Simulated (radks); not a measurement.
**Ionisation energy and size from Cs³⁺ to Dy³⁺**

How do ionisation energy and radius run along this set of elements? Each needs two runs, the species and its ion; the difference of their energies is the Δ-SCF value.

Method: scalar-relativistic Kohn-Sham, PBE, spin-polarised, spherical densities, finite nucleus; open shells are filled with parallel spins first. Code: radks (a radial shooting solver on a logarithmic mesh, Libxc functionals) version 1.

### 1 The system

| Quantity | Value |
| --- | --- |
| species | Cs³⁺, Ba³⁺, La³⁺, Ce³⁺, Pr³⁺, Nd³⁺, Pm³⁺, Sm³⁺, Eu³⁺, Gd³⁺, Tb³⁺, Dy³⁺ |
| runs | 24, each species and its next ion |

### 2 Cs³⁺, [Kr] 4d10 5s2 5p4

Settings of this run:

```text
Z 55
configuration [Kr] 4d10 5s2 5p4
relativity scalar-relativistic
functional pbe,pbe
spin polarised
nucleus finite rms 4.8041 fm
c 137.035999084
```

### 3 Cs⁴⁺, [Kr] 4d10 5s2 5p3

Settings of this run:

```text
Z 55
configuration [Kr] 4d10 5s2 5p3
relativity scalar-relativistic
functional pbe,pbe
spin polarised
nucleus finite rms 4.8041 fm
c 137.035999084
```

### 4 Ba³⁺, [Kr] 4d10 5s2 5p5

Settings of this run:

```text
Z 56
configuration [Kr] 4d10 5s2 5p5
relativity scalar-relativistic
functional pbe,pbe
spin polarised
nucleus finite rms 4.8378 fm
c 137.035999084
```

### 5 Ba⁴⁺, [Kr] 4d10 5s2 5p4

Settings of this run:

```text
Z 56
configuration [Kr] 4d10 5s2 5p4
relativity scalar-relativistic
functional pbe,pbe
spin polarised
nucleus finite rms 4.8378 fm
c 137.035999084
```

### 6 La³⁺, [Xe]

Settings of this run:

```text
Z 57
configuration [Xe]
relativity scalar-relativistic
functional pbe,pbe
spin polarised
nucleus finite rms 4.855 fm
c 137.035999084
```

### 7 La⁴⁺, [Kr] 4d10 5s2 5p5

Settings, as their differences from step 6:

```diff
@@ -1,3 +1,3 @@
 Z 57
-configuration [Xe]
+configuration [Kr] 4d10 5s2 5p5
 relativity scalar-relativistic
```

### 8 Ce³⁺, [Xe] 4f1

Settings of this run:

```text
Z 58
configuration [Xe] 4f1
relativity scalar-relativistic
functional pbe,pbe
spin polarised
nucleus finite rms 4.8771 fm
c 137.035999084
```

### 9 Ce⁴⁺, [Xe]

Settings, as their differences from step 8:

```diff
@@ -1,3 +1,3 @@
 Z 58
-configuration [Xe] 4f1
+configuration [Xe]
 relativity scalar-relativistic
```

### 10 Pr³⁺, [Xe] 4f2

Settings of this run:

```text
Z 59
configuration [Xe] 4f2
relativity scalar-relativistic
functional pbe,pbe
spin polarised
nucleus finite rms 4.8919 fm
c 137.035999084
```

### 11 Pr⁴⁺, [Xe] 4f1

Settings, as their differences from step 10:

```diff
@@ -1,3 +1,3 @@
 Z 59
-configuration [Xe] 4f2
+configuration [Xe] 4f1
 relativity scalar-relativistic
```

### 12 Nd³⁺, [Xe] 4f3

Settings of this run:

```text
Z 60
configuration [Xe] 4f3
relativity scalar-relativistic
functional pbe,pbe
spin polarised
nucleus finite rms 4.9123 fm
c 137.035999084
```

### 13 Nd⁴⁺, [Xe] 4f2

Settings, as their differences from step 12:

```diff
@@ -1,3 +1,3 @@
 Z 60
-configuration [Xe] 4f3
+configuration [Xe] 4f2
 relativity scalar-relativistic
```

### 14 Pm³⁺, [Xe] 4f4

Settings of this run:

```text
Z 61
configuration [Xe] 4f4
relativity scalar-relativistic
functional pbe,pbe
spin polarised
nucleus finite rms 4.962 fm
c 137.035999084
```

### 15 Pm⁴⁺, [Xe] 4f3

Settings, as their differences from step 14:

```diff
@@ -1,3 +1,3 @@
 Z 61
-configuration [Xe] 4f4
+configuration [Xe] 4f3
 relativity scalar-relativistic
```

### 16 Sm³⁺, [Xe] 4f5

Settings of this run:

```text
Z 62
configuration [Xe] 4f5
relativity scalar-relativistic
functional pbe,pbe
spin polarised
nucleus finite rms 5.0819 fm
c 137.035999084
```

### 17 Sm⁴⁺, [Xe] 4f4

Settings, as their differences from step 16:

```diff
@@ -1,3 +1,3 @@
 Z 62
-configuration [Xe] 4f5
+configuration [Xe] 4f4
 relativity scalar-relativistic
```

### 18 Eu³⁺, [Xe] 4f6

Settings of this run:

```text
Z 63
configuration [Xe] 4f6
relativity scalar-relativistic
functional pbe,pbe
spin polarised
nucleus finite rms 5.1115 fm
c 137.035999084
```

### 19 Eu⁴⁺, [Xe] 4f5

Settings, as their differences from step 18:

```diff
@@ -1,3 +1,3 @@
 Z 63
-configuration [Xe] 4f6
+configuration [Xe] 4f5
 relativity scalar-relativistic
```

### 20 Gd³⁺, [Xe] 4f7

Settings of this run:

```text
Z 64
configuration [Xe] 4f7
relativity scalar-relativistic
functional pbe,pbe
spin polarised
nucleus finite rms 5.1569 fm
c 137.035999084
```

### 21 Gd⁴⁺, [Xe] 4f6

Settings, as their differences from step 20:

```diff
@@ -1,3 +1,3 @@
 Z 64
-configuration [Xe] 4f7
+configuration [Xe] 4f6
 relativity scalar-relativistic
```

### 22 Tb³⁺, [Xe] 4f8

Settings of this run:

```text
Z 65
configuration [Xe] 4f8
relativity scalar-relativistic
functional pbe,pbe
spin polarised
nucleus finite rms 5.06 fm
c 137.035999084
```

### 23 Tb⁴⁺, [Xe] 4f7

Settings, as their differences from step 22:

```diff
@@ -1,3 +1,3 @@
 Z 65
-configuration [Xe] 4f8
+configuration [Xe] 4f7
 relativity scalar-relativistic
```

### 24 Dy³⁺, [Xe] 4f9

Settings of this run:

```text
Z 66
configuration [Xe] 4f9
relativity scalar-relativistic
functional pbe,pbe
spin polarised
nucleus finite rms 5.2218 fm
c 137.035999084
```

### 25 Dy⁴⁺, [Xe] 4f8

Settings, as their differences from step 24:

```diff
@@ -1,3 +1,3 @@
 Z 66
-configuration [Xe] 4f9
+configuration [Xe] 4f8
 relativity scalar-relativistic
```

What does the calculation give? Wanted: for each run, species; configuration; Δ-SCF; NIST; −ε(HOMO); its level; widest level; its <r>.

As calculated:

```tsv
species	configuration	Δ-SCF (eV)	NIST (eV)	−ε(HOMO) (eV)	its level	widest level	its <r> (bohr)
Cs³⁺	[Kr] 4d10 5s2 5p4	43.743	43 (theory)	38.521	5p	5p	1.92
Ba³⁺	[Kr] 4d10 5s2 5p5	47.235	47.0 (semi-emp.)	41.690	5p	5p	1.83
La³⁺	[Xe]	50.587	50.0 (semi-emp.)	44.744	5p	5p	1.76
Ce³⁺	[Xe] 4f1	37.939	36.91 (semi-emp.)	28.971	4f	5p	1.72
Pr³⁺	[Xe] 4f2	39.528	38.98 (semi-emp.)	30.417	4f	5p	1.69
Nd³⁺	[Xe] 4f3	40.951	40.60 (semi-emp.)	31.694	4f	5p	1.65
Pm³⁺	[Xe] 4f4	42.234	41.2 (semi-emp.)	32.832	4f	5p	1.63
Sm³⁺	[Xe] 4f5	43.398	41.6 (semi-emp.)	33.851	4f	5p	1.60
Eu³⁺	[Xe] 4f6	44.457	42.9 (semi-emp.)	34.769	4f	5p	1.57
Gd³⁺	[Xe] 4f7	45.421	44.4 (semi-emp.)	35.595	4f	5p	1.55
Tb³⁺	[Xe] 4f8	40.825	39.33 (semi-emp.)	31.320	4f	5p	1.52
Dy³⁺	[Xe] 4f9	41.991	41.2 (semi-emp.)	32.342	4f	5p	1.49
```

**Reading.** Reference values: NIST Atomic Spectra Database (exp. measured, semi-emp. semi-empirical, theory a theoretical value adopted there). By these runs, which need not match the measured order, La³⁺ holds its electron most tightly (50.587 eV) and Ce³⁺ least (37.939 eV); the widest outer orbital is the 5p of Cs³⁺. The Δ-SCF values miss the measured or semi-empirical entries by +2.3 % in the signed mean; the largest miss is +4.2 % (Sm³⁺). For Ce³⁺, Pr³⁺, Nd³⁺, Pm³⁺, Sm³⁺, Eu³⁺, Gd³⁺, Tb³⁺, Dy³⁺ the highest level isn't the widest one, so −ε(HOMO) and <r> belong to different orbitals, and Δ-SCF follows the ion's typed configuration. Open shells are spherical and high-spin; term and fine-structure splittings are not resolved. Spin-orbit splitting is averaged out at the scalar-relativistic level.
